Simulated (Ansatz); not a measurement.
# C3H2BrNS, SMILES Brc1ccns1: a geometry optimisation

With the Ansatz DFT code, driven from Python.

At the Python prompt:
```pycon
>>> import ansatz
>>> import numpy as np
>>> c3h2brns = (
...     ansatz.Crystal.molecule()
...     .atom("Br", [2.9446, 0.067, 0.2473])
...     .atom("C", [1.0599, 0.3072, 0.0949])
...     .atom("C", [0.0861, -0.6734, -0.0065])
...     .atom("C", [-1.219, -0.1477, -0.1049])
...     .atom("N", [-1.3233, 1.2068, -0.0859])
...     .atom("S", [0.2393, 1.754, 0.0559])
...     .atom("H", [0.3041, -1.733, -0.01])
...     .atom("H", [-2.0917, -0.7808, -0.1908])
... )
>>> base = (
...     c3h2brns.calculation()
...     .basis(gaussian="def2-SVP")
...     .functional("r2scan", dispersion="d3bj")
... )
>>> symbols = [site.symbol for site in c3h2brns.cartesian_sites]
>>> start = np.array([site.position_ang for site in c3h2brns.cartesian_sites], dtype=float)
>>> r = base.relax(force_tolerance=0.02).run(threads=1).report
DeckWarning: the engine holds no damping parameters fitted to this dispersion correction and functional, so the run takes those fitted to r2scan beside the three-body term, which d3bj leaves out (hamiltonian.dispersion, under Limitations)
>>> end = np.array(r["positions_ang"])
>>> for key in ("converged", "free_energy_ev", "reference_energy_ev", "n_frozen", "n_occupied", "n_virtual"):
...     print(f"{key:22s} {r[key]}")
...
converged              True
free_energy_ev         -85495.65428513865
reference_energy_ev    -85495.58250577762
n_frozen               0
n_occupied             [39, 39]
n_virtual              [77, 77]
>>> print("bond        before    after (A)")
bond        before    after (A)
>>> for i, j in [(0, 1), (1, 2), (1, 5), (2, 3), (2, 6), (3, 4), (3, 7), (4, 5)]:
...     d0, d1 = (np.linalg.norm(xyz[i] - xyz[j]) for xyz in (start, end))
...     print(f"{symbols[i]}{i}-{symbols[j]}{j}".ljust(10), f"{d0:8.4f} {d1:8.4f}")
...
Br0-C1       1.9060   1.8660
C1-C2        1.3857   1.3799
C1-S5        1.6638   1.7261
C2-C3        1.4104   1.4211
C2-H6        1.0818   1.0903
C3-N4        1.3586   1.3220
C3-H7        1.0816   1.0957
N4-S5        1.6617   1.6640
>>> charges = r["charge_distribution"]
>>> print("dipole moment", round(4.803205 * float(np.linalg.norm(charges["dipole_moment_e_ang"])), 3), "D")
dipole moment 1.736 D
>>> print("Mulliken:", [(s, round(q, 3)) for s, q in zip(symbols, charges["mulliken_charges_e"])])
Mulliken: [('Br', 0.029), ('C', -0.172), ('C', -0.04), ('C', 0.113), ('N', -0.346), ('S', 0.314), ('H', 0.045), ('H', 0.057)]
>>> with open("c3h2brns_opt.xyz", "w") as handle:
...     handle.write(f"{len(symbols)}\nrelaxed C3H2BrNS\n")
...     handle.writelines(f"{s:2s} {x:11.6f} {y:11.6f} {z:11.6f}\n" for s, (x, y, z) in zip(symbols, end))
...
19
```

`c3h2brns_opt.xyz`, as written:
```text
8
relaxed C3H2BrNS
Br    2.888758    0.102643    0.243351
C     1.037961    0.286289    0.092396
C     0.099973   -0.721028   -0.006207
C    -1.196843   -0.148011   -0.103275
N    -1.282595    1.171065   -0.083015
S     0.243859    1.818507    0.057667
H     0.333871   -1.785966   -0.008414
H    -2.124984   -0.723400   -0.192503
```

What to keep in mind:
- Total energies depend on the basis set; only differences at equal settings carry meaning.
- Warnings are shown shortened and without file and line.
- The end point is the stationary point reached from this start; no frequency run checks that it is a minimum, and the basis set is modest.
- Total less reference energy is the dispersion correction.
- A dispersion term here runs with damping parameters fitted for another variant or functional.
- Finished in 52 s on 1 thread of Arm Neoverse V2 (shared host), peak memory 0.25 GiB.

(Lines on the test bed's own set-up are left out of the output.)
